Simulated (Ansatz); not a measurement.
**C4H6F4: ionisation energy by level of theory**

The task here is to estimate one member of a computed series from the others.

The runs use Ansatz 0.2.0, Gaussian basis; unrestricted cation, the program's frozen cores in correlated methods.

Levels to be run: UKS PBE-D4/def2-TZVPP; UKS r2SCAN-D4/def2-TZVPP; UKS PBE0-D4/def2-TZVPP; UKS B3LYP-D4/def2-TZVPP; UKS wB97X-V/def2-TZVPP; UKS wB97M-V/def2-TZVPP; UKS B2PLYP/def2-TZVPP; UHF-CCSD(T)/def2-TZVPP; UHF-MP2/def2-QZVPP; extrapolation to the limit; then −ε(HOMO) from the neutral's earlier runs with LDA (SPW92), PBE-D4, revPBE-D4, BLYP-D4, r2SCAN-D4, B97M-V, PBE0-D4, B3LYP-D4, r2SCANh-D4, r2SCAN0-D4, HSE06-D4, BHLYP-D4, CAM-B3LYP-D4, LC-ωPBE, ωB97X-V, ωB97M-V.

### Structure used throughout

An earlier PBE0-D4 in a triple-zeta def2 set relaxation fixed the geometry.

14 atoms, charge 0, spin multiplicity 1.

Atoms are counted from 1 here; the program's logs count them from 0.

Bond lengths: C1–C2 1.510 Å, C1–H9 1.089 Å, C1–H10 1.091 Å, C1–H11 1.091 Å, C2–F3 1.388 Å, C2–C4 1.512 Å, C2–C6 1.527 Å, C4–F5 1.377 Å, C4–H12 1.093 Å, C4–H13 1.093 Å, C6–F7 1.351 Å, C6–F8 1.357 Å, C6–H14 1.092 Å. Angles: C2–C1–H9 109.6°, C2–C1–H10 110.7°, C2–C1–H11 110.0°, H9–C1–H10 108.7°, H9–C1–H11 108.8°, H10–C1–H11 109.0°, C1–C2–F3 109.1°, C1–C2–C4 111.1°, C1–C2–C6 112.4°, F3–C2–C4 108.0°, F3–C2–C6 105.3°, C4–C2–C6 110.7°, C2–C4–F5 110.9°, C2–C4–H12 110.2°, C2–C4–H13 108.9°, F5–C4–H12 108.5°, F5–C4–H13 108.4°, H12–C4–H13 110.0° and more.

The first run:

in.yaml

```yaml
crystal:
  periodic: [false, false, false]
  atoms:
    - {symbol: C, position_ang: [-1.026199, 0.556143, -0.881041]}
    - {symbol: C, position_ang: [0.264947, 0.123582, -0.229395]}
    - {symbol: F, position_ang: [1.325732, 0.455006, -1.060707]}
    - {symbol: C, position_ang: [0.470447, 0.827778, 1.093181]}
    - {symbol: F, position_ang: [1.596172, 0.356608, 1.731609]}
    - {symbol: C, position_ang: [0.348839, -1.391074, -0.053226]}
    - {symbol: F, position_ang: [0.101237, -2.011912, -1.226797]}
    - {symbol: F, position_ang: [-0.600202, -1.789987, 0.831409]}
    - {symbol: H, position_ang: [-1.091119, 0.131389, -1.881860]}
    - {symbol: H, position_ang: [-1.883875, 0.215268, -0.299810]}
    - {symbol: H, position_ang: [-1.058513, 1.644088, -0.958499]}
    - {symbol: H, position_ang: [-0.390869, 0.664568, 1.745349]}
    - {symbol: H, position_ang: [0.601746, 1.897250, 0.908435]}
    - {symbol: H, position_ang: [1.328758, -1.707708, 0.310250]}
basis:
  gaussian: {orbitals: def2-TZVPP}
total_charge: 1
magnetization: {spin_polarized: true, initial_magnetization: 1}
hamiltonian: {xc: pbe, dispersion: d4}
```

Command:

```bash
$ ansatz run in.yaml --threads 2 --pin off --events-out ev --progress --plain --max-ram 32768MiB --backend cuda --devices 0, --max-vram 18GiB
```

Steps of the session up to this table: Cation, UKS PBE-D4/def2-TZVPP; Cation, UKS r2SCAN-D4/def2-TZVPP; Cation, UKS PBE0-D4/def2-TZVPP; Cation, UKS B3LYP-D4/def2-TZVPP; Cation, UKS wB97X-V/def2-TZVPP; Cation, UKS wB97M-V/def2-TZVPP; Cation, UKS B2PLYP (frozen core)/def2-TZVPP; Cation, UHF-CCSD(T)/def2-TZVPP; Cation, UHF-MP2/def2-QZVPP.

One table of the session follows, with a row left open; its other results are not shown here.

It belongs to the step «Ionisation energies side by side». For comparison, −ε(HOMO) of the neutral from earlier runs:

| functional | −ε(HOMO) (eV) |
| --- | --- |
| LDA (SPW92) | 7.86 |
| PBE-D4 | ? |
| revPBE-D4 | 7.60 |
| BLYP-D4 | 7.66 |
| r2SCAN-D4 | 8.05 |
| B97M-V | 8.23 |
| PBE0-D4 | 9.40 |
| B3LYP-D4 | 9.21 |
| r2SCANh-D4 | 8.69 |
| r2SCAN0-D4 | 9.65 |
| HSE06-D4 | 8.99 |
| BHLYP-D4 | 11.11 |
| CAM-B3LYP-D4 | 10.94 |
| LC-ωPBE | 12.19 |
| ωB97X-V | 11.88 |
| ωB97M-V | 11.79 |

Q: Estimate the row for PBE-D4 from the others.

**Answer.** −ε(HOMO) (eV): 7.68. In the column «−ε(HOMO) (eV)» it lies between BLYP-D4 (7.66) and LDA (SPW92) (7.86).
